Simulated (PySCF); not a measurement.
# DyCl2: other functionals and bases at one geometry

How far do other levels of theory move the description of DyCl2, and what does each cost? It is a constructed species; whether it can be made isn't addressed.

Program: PySCF 2.14.0. Level of theory: several levels, as the steps say, no spin–orbit coupling. These are calculated values, not measurements.

## 1. Starting geometry

3 atoms, charge 0, spin multiplicity 1.

Bond lengths: Dy1–Cl2 2.591 Å, Dy1–Cl3 2.591 Å. Angles: Cl2–Dy1–Cl3 145.0°.

As a file:

```xyz
3
Cl2Dy
Dy    0.00000    0.00000   -0.10561
Cl    2.47069    0.00000    0.67443
Cl   -2.47069    0.00000    0.67443
```

Formal oxidation states: Dy +2. Each metal's 10 4f electrons lie in its core potential, so multiplicities, spins and levels count the valence alone. An earlier session relaxed this geometry at PBE0, Dy lcecp-0-SVP with ECP56, Cl def2-SVP (singlet, point group C2v).

At PBE0 on the finer grid: E = -950.901904 Eh, frontier levels not given, since the 4f levels lie in the core, Mulliken charge on Dy1 +0.83 e, largest force component 0.008 eV/Å. 

Levels to run: revPBE; BLYP; PBE0, TZVP. Hardware: 2 threads of Arm Neoverse V1, shared host.

## 2. revPBE

Contents of run.py (the lines that set the calculation):

```python
mol = gto.M(atom='''
Dy     0.00000     0.00000    -0.10561
Cl     2.47069     0.00000     0.67443
Cl    -2.47069     0.00000     0.67443''',
    basis={'Dy': 'lcecp-0-SVP', 'Cl': 'def2-SVP'},
    ecp={'Dy': 'lcecp-0-SVP'},
    charge=0, spin=0)
mf = dft.RKS(mol, xc='PBE_R,PBE')
mf.grids.atom_grid = (75, 302)  # f atoms: unpruned, at least (60, 302)
mf = mf.density_fit()  # fitting sets: Dy AutoAux, Cl def2-universal-JKFIT
mf.conv_tol = 1e-08; mf.max_cycle = 55
mf.kernel(dm0)  # dm0: the density of the relaxed state
```

Run with:

```
$ OMP_NUM_THREADS=2 python run.py
```

## 3. BLYP

Changes to run.py (the lines that set the calculation) since step 2:

```diff
@@ -7,3 +7,3 @@
     charge=0, spin=0)
-mf = dft.RKS(mol, xc='PBE_R,PBE')
+mf = dft.RKS(mol, xc='BLYP')
 mf.grids.atom_grid = (75, 302)  # f atoms: unpruned, at least (60, 302)
```

## 4. PBE0, TZVP

Basis: Dy lcecp-0-TZVP with ECP56, Cl def2-TZVP. 

Contents of run.py (the lines that set the calculation):

```python
mol = gto.M(atom='''
Dy     0.00000     0.00000    -0.10561
Cl     2.47069     0.00000     0.67443
Cl    -2.47069     0.00000     0.67443''',
    basis={'Dy': 'lcecp-0-TZVP', 'Cl': 'def2-TZVP'},
    ecp={'Dy': 'lcecp-0-TZVP'},
    charge=0, spin=0)
mf = dft.RKS(mol, xc='PBE0')
mf.grids.atom_grid = (75, 302)  # f atoms: unpruned, at least (60, 302)
mf = mf.density_fit()  # fitting sets: Dy AutoAux, Cl def2-universal-JKFIT
mf.conv_tol = 1e-08; mf.max_cycle = 55
mf.kernel(dm0)  # dm0: free metal ions and neutral atoms
```

Q: Predict the outcome of this session. Wanted: for each run, charge on Dy1; dipole; largest force.

As calculated:

| level | state | charge on Dy1 (e) | dipole (D) | largest force (eV/Å) | basis functions | time |
| --- | --- | --- | --- | --- | --- | --- |
| PBE0 (relaxed here) | singlet | 0.83 | 4.74 | 0.01 | 67 | 3.8 s |
| revPBE | singlet | 0.73 | 4.52 | 0.17 | 67 | 1.9 s |
| BLYP | singlet | 0.67 | 4.42 | 0.21 | 67 | 1.9 s |
| PBE0, TZVP | singlet | 1.19 | 4.83 | 0.03 | 121 | 5.5 s |

Times are on 2 threads of Arm Neoverse V1, shared host; the first row also made further properties.

The largest leftover force, 0.21 eV/Å with BLYP, stands at a geometry relaxed at another level. The Mulliken charge on Dy spans +0.67 to +1.19 e over the levels. With 4f in the core, its levels are missing from HOMO and gap. Total energies of different levels can't be compared. Spin–orbit coupling is left out throughout.
